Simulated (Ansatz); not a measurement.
Crystal: VBiO4.

```
Bi V O
1.0
    -2.56105    2.56105    5.79606
     2.56105   -2.56105    5.79606
     2.56105    2.56105   -5.79606
Bi V O
2 2 8
Direct
  0.75000 0.25000 0.50000
  0.00000 0.00000 0.00000
  0.25000 0.75000 0.50000
  0.50000 0.50000 0.00000
  0.43810 0.32910 0.60895
  0.57915 0.68810 0.60899
  0.72016 0.82915 0.39105
  0.07910 0.97016 0.39101
  0.67090 0.27984 0.10899
  0.02984 0.42085 0.10895
  0.31190 0.92090 0.89105
  0.17085 0.56190 0.89101
```

Measurements of this composition are mostly on another form, of space group No. 15.

Program: Ansatz 0.2.0. Alike in all runs: task band structure; level PBEsol+U; potentials or basis Ansatz PAW; spin collinear, ferromagnetic start; cell as given; k mesh 7 × 7 × 7; cutoff (eV) 420; smearing fermi-dirac 0.05 eV.

Order these runs on this cell by their band gap on the k mesh, lowest first.
A. U V d U = 1 eV
B. U V d U = 8 eV
C. U V d U = 6 eV

A (2.16 eV), C (2.39 eV), B (2.54 eV).

Caveats: the magnetic or orbital state may not be the lowest; spin-orbit coupling is left out, which as a rule narrows the gap of such compounds by several tenths of an eV; the starting moments weren't kept; the k mesh misses the band edges, so the gap on the mesh is wider than the one along the path (some runs).
